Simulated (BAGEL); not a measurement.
# C2H6FIn (SMILES C[CH](F)[InH2]), step by step

Aim: the energy (HF/x2c-SVPall), then the energy (NEVPT2(2,2)/x2c-SVPall) of C2H6FIn. 

The results are computed with BAGEL 1.2.2.

## 1. Starting point

C2H6FIn: 10 atoms, total charge 0, spin state singlet. SMILES: `C[CH](F)[InH2]`. One bond was lengthened or shortened from a relaxed shape.

Bond lengths: C1–C2 1.503 Å, C2–F3 1.414 Å, C2–In4 2.197 Å, C1–H5 1.095 Å, C1–H6 1.092 Å, C1–H7 1.094 Å, C2–H8 1.094 Å, In4–H9 1.729 Å, In4–H10 1.467 Å. Some angles: C1–C2–F3 108.7°, C1–C2–In4 116.7°, F3–C2–In4 102.3°, C1–C2–H8 110.5°, F3–C2–H8 105.8°, In4–C2–H8 111.9°, C2–C1–H5 111.0°, C2–C1–H6 111.9°, C2–C1–H7 109.8°, C2–In4–H9 117.1°.

## 2. The energy at HF/x2c-SVPall (DKH2, density fitting with AutoAux) (run 1)

Input file input.json:

```json
{ "bagel" : [

{
  "title" : "molecule",
  "basis" : "x2c-svpall.json",
  "df_basis" : "x2c-svpall-autoaux.json",
  "angstrom" : true,
  "dkh" : true,
  "geometry" : [
    { "atom" : "C", "xyz" : [      -0.009053,       1.030697,      -0.577780 ] },
    { "atom" : "C", "xyz" : [       0.765547,      -0.042903,       0.134620 ] },
    { "atom" : "F", "xyz" : [       1.001947,       0.374197,       1.465220 ] },
    { "atom" : "In", "xyz" : [      -0.253453,      -1.968403,       0.421220 ] },
    { "atom" : "H", "xyz" : [       0.523047,       1.987597,      -0.544080 ] },
    { "atom" : "H", "xyz" : [      -1.000153,       1.174697,      -0.141680 ] },
    { "atom" : "H", "xyz" : [      -0.140153,       0.756397,      -1.629180 ] },
    { "atom" : "H", "xyz" : [       1.752947,      -0.167803,      -0.318380 ] },
    { "atom" : "H", "xyz" : [      -1.948153,      -1.919103,       0.760120 ] },
    { "atom" : "H", "xyz" : [       0.493100,      -3.231500,       0.406600 ] }
  ]
},

{
  "title" : "hf"
},

{
  "title" : "print",
  "file" : "orbitals.molden",
  "orbitals" : true
}

]}
```

The basis set x2c-SVPall is read from a file made from the Basis Set Exchange's data (not shown).

On the command line:

```
$ BAGEL_NUM_THREADS=1 BAGEL input.json > input.out
```

The program printed:

```text
* using 1 threads per process

  ===============================================================
  ===============================================================

  *** Geometry ***

  { "atom" : "C", "xyz" : [     -0.017108,      1.947735,     -1.091846 ] },
  { "atom" : "C", "xyz" : [      1.446674,     -0.081075,      0.254395 ] },
  { "atom" : "F", "xyz" : [      1.893405,      0.707130,      2.768865 ] },
  { "atom" : "In", "xyz" : [     -0.478957,     -3.719743,      0.795990 ] },
  { "atom" : "H", "xyz" : [      0.988416,      3.756014,     -1.028162 ] },
  { "atom" : "H", "xyz" : [     -1.890015,      2.219856,     -0.267736 ] },
  { "atom" : "H", "xyz" : [     -0.264851,      1.429383,     -3.078704 ] },
  { "atom" : "H", "xyz" : [      3.312590,     -0.317102,     -0.601651 ] },
  { "atom" : "H", "xyz" : [     -3.681476,     -3.626579,      1.436419 ] },
  { "atom" : "H", "xyz" : [      0.931824,     -6.106650,      0.768363 ] },

  Number of auxiliary basis functions:      828

  Since a DF basis is specified, we compute 2- and 3-index integrals:
    o Being stored without compression. Storage requirement is 0.077 GB

  Number of basis functions:      108
  Number of electrons      :       76

    * METHOD: MOLECULE                             0.79

  *** RHF ***

  === Nuclear Repulsion ===
   343.8366053072

      * DIIS with orbital gradients will be used.

  === RHF iteration (x2c-svpall.json) ===
      0      -6054.57252855          0.01189527           0.27
      1      -6054.69279992          0.00628572           0.27
      2      -6054.72564678          0.00121977           0.27
      3      -6054.72742528          0.00043324           0.27
      4      -6054.72759682          0.00008501           0.27
      5      -6054.72760960          0.00002590           0.27
      6      -6054.72761119          0.00001092           0.27
      7      -6054.72761141          0.00000241           0.27
      8      -6054.72761143          0.00000060           0.27
      9      -6054.72761143          0.00000019           0.26
     10      -6054.72761143          0.00000007           0.27
     11      -6054.72761143          0.00000003           0.27
     12      -6054.72761143          0.00000001           0.27
    * SCF iteration converged.

    * Permanent dipole moment:
           (   -0.024650,     0.376787,     0.807614) a.u.

    * METHOD: HF                                   4.15

    * METHOD: PRINT                                0.03

  ===============================================================
```

Run time: 5.1 s. Hardware: 1 thread of Arm Neoverse V1, shared host; peak memory 0.29 GiB.

## 3. The energy at NEVPT2(2,2)/x2c-SVPall (DKH2, density fitting with AutoAux) (run 2)

Input file input.json:

```json
{ "bagel": [

{
  "title": "molecule",
  "basis": "x2c-svpall.json",
  "df_basis": "x2c-svpall-autoaux.json",
  "angstrom": true,
  "dkh": true,
  "geometry": [
    { "atom": "C", "xyz": [   -0.009053,    1.030697,   -0.577780 ] },
    { "atom": "C", "xyz": [    0.765547,   -0.042903,    0.134620 ] },
    { "atom": "F", "xyz": [    1.001947,    0.374197,    1.465220 ] },
    { "atom": "In", "xyz": [   -0.253453,   -1.968403,    0.421220 ] },
    { "atom": "H", "xyz": [    0.523047,    1.987597,   -0.544080 ] },
    { "atom": "H", "xyz": [   -1.000153,    1.174697,   -0.141680 ] },
    { "atom": "H", "xyz": [   -0.140153,    0.756397,   -1.629180 ] },
    { "atom": "H", "xyz": [    1.752947,   -0.167803,   -0.318380 ] },
    { "atom": "H", "xyz": [   -1.948153,   -1.919103,    0.760120 ] },
    { "atom": "H", "xyz": [    0.493100,   -3.231500,    0.406600 ] }
  ]
},
{
  "title": "hf"
},
{
  "title": "nevpt2",
  "nstate": 1,
  "nact": 2,
  "nclosed": 37,
  "active": [37, 42],
  "maxiter": 200,
  "natocc": true,
  "ncore": 21
},
{
  "title": "print",
  "file": "orbitals.molden",
  "orbitals": true
}

]}
```

The basis set x2c-SVPall is read from a file made from the Basis Set Exchange's data (not shown).

On the command line:

```
$ BAGEL_NUM_THREADS=1 BAGEL input.json > input.out
```

The program printed:

```text
* using 1 threads per process

  ===============================================================
  ===============================================================

  *** Geometry ***

  { "atom" : "C", "xyz" : [     -0.017108,      1.947735,     -1.091846 ] },
  { "atom" : "C", "xyz" : [      1.446674,     -0.081075,      0.254395 ] },
  { "atom" : "F", "xyz" : [      1.893405,      0.707130,      2.768865 ] },
[... 6 lines of this table left out ...]
  { "atom" : "H", "xyz" : [      0.931824,     -6.106650,      0.768363 ] },

  Number of auxiliary basis functions:      828

  Since a DF basis is specified, we compute 2- and 3-index integrals:
    o Being stored without compression. Storage requirement is 0.077 GB

  Number of basis functions:      108
  Number of electrons      :       76

    * METHOD: MOLECULE                             0.78

  *** RHF ***

[... 11 lines left out ...]
    * SCF iteration converged.
[... 1 line left out ...]
    * Permanent dipole moment:
[... 22 lines left out ...]
      0  0     -6054.72809112     8.37e-05      0.07

      1  0     -6054.73301208     5.08e-04      1.18
[... 19 lines of this table left out ...]
     11  0     -6054.74253243     5.52e-09      1.20

    * Second-order optimization converged. *

     guess   0:   closed 1.                   open ..

  === FCI iteration ===

      0  0     -6054.72735728     6.51e-02      0.00
      1  0     -6054.74251795     1.57e-03      0.00
      2  0 *   -6054.74253243     1.21e-16      0.00

     * ci vector, state   0, <S^2> = 0.0000
       2.     0.9932782851
       .2    -0.1157508031

  === DF-NEVPT2 calculation ===

    * 3-index integral transformation done
    * assembly done

      NEVPT2 correlation energy:   -0.5698124854      0.38

          (+0)     -0.5205482144
          (+0)'    -0.0190500785
          (+1)     -0.0054625843
          (+1)'    -0.0033389774
          (+2)     -0.0001653395
          (-1)     -0.0118506614
          (-1)'    -0.0011243256
          (-2)     -0.0082723042

      NEVPT2 total energy:       -6055.3123449198

    * METHOD: NEVPT2                              16.38

    * METHOD: PRINT                                0.03

  ===============================================================
```

It took 22 s on 1 thread of Arm Neoverse V1, shared host; peak memory 0.3 GiB.

## 4. Summary of results

```
                                   quantity           value
         run 1, HF/x2c-SVPall: total energy  -6054.72761 Eh
        run 1, HF/x2c-SVPall: dipole moment          2.27 D
          run 1, HF/x2c-SVPall: HOMO energy        -9.89 eV
          run 1, HF/x2c-SVPall: LUMO energy         0.96 eV
        run 1, HF/x2c-SVPall: HOMO–LUMO gap        10.86 eV
run 2, NEVPT2(2,2)/x2c-SVPall: total energy  -6055.31234 Eh
```
